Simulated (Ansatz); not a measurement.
Task: energies of removing a hydrogen of C₂H₄OS₂, SMILES C=C(O)SS, with Ansatz's Python interface. Give the script and its output. Level of theory (for the species named): B3LYP, 6-31G* basis, multiplicity 1.

```xyz
9

C    -1.1140    0.2961    1.1672
C    -0.4379    0.2439    0.0407
O    -0.9821   -0.4164   -1.0600
S     1.1985    0.9990   -0.0855
S     2.0995   -0.3795   -1.2942
H    -0.8120    0.8843    2.0343
H    -2.1180   -0.1147    1.2085
H    -0.2179   -0.3207   -1.7339
H     2.4724   -1.2384   -0.2941
```

The script, `bde_c2h4os2.py`:
```python
'''Cost of removing each kind of hydrogen from C2H4OS2, fragments frozen.'''

import ansatz as az


def energy_of(molecule, charge=0, unpaired=0):
    calc = molecule.calculation().basis(gaussian='6-31G*').functional('b3lyp')
    if charge:
        calc = calc.charge(charge)
    if unpaired:
        calc = calc.spin('collinear', total=unpaired)
    return calc.run(threads=1).report['free_energy_ev']

def without(molecule, index):
    rest = az.Crystal.molecule()
    for i, site in enumerate(molecule.cartesian_sites):
        if i != index:
            rest = rest.atom(site.symbol, site.position_ang)
    return rest

geometry_ang = [
    ('C', (-1.114, 0.2961, 1.1672)),
    ('C', (-0.4379, 0.2439, 0.0407)),
    ('O', (-0.9821, -0.4164, -1.06)),
    ('S', (1.1985, 0.999, -0.0855)),
    ('S', (2.0995, -0.3795, -1.2942)),
    ('H', (-0.812, 0.8843, 2.0343)),
    ('H', (-2.118, -0.1147, 1.2085)),
    ('H', (-0.2179, -0.3207, -1.7339)),
    ('H', (2.4724, -1.2384, -0.2941)),
]
c2h4os2 = az.Crystal.molecule()
for symbol, xyz in geometry_ang:
    c2h4os2 = c2h4os2.atom(symbol, xyz)

whole = energy_of(c2h4os2, 0)
hydrogen = energy_of(az.Crystal.molecule().atom('H', (0, 0, 0)), 0, 1)
print(f'E(molecule) = {whole:.5f} eV, E(H) = {hydrogen:.5f} eV')
for index in [6, 7, 8]:
    radical = energy_of(without(c2h4os2, index), 0, 1)
    print(f'H{index}: homolysis {(radical + hydrogen - whole):.3f} eV')
```

```console
$ python bde_c2h4os2.py
E(molecule) = -25855.53178 eV, E(H) = -13.61312 eV
H6: homolysis 5.191 eV
H7: homolysis 4.019 eV
H8: homolysis 3.022 eV
```

Reading the output:
- Total energies depend on the basis set; only differences at equal settings carry meaning.
- The geometry is a force-field or estimated start, not a minimum of this method, and the basis set is short of its limit. All parts are taken at fixed geometry, without zero-point energy.
- b3lyp holds the VWN-RPA fit, as in Gaussian; the form of ORCA and Turbomole is b3lyp5.
- Hardware and time: 27 s on 1 thread of Arm Neoverse V2, with other jobs on the host, peak memory 0.31 GiB.
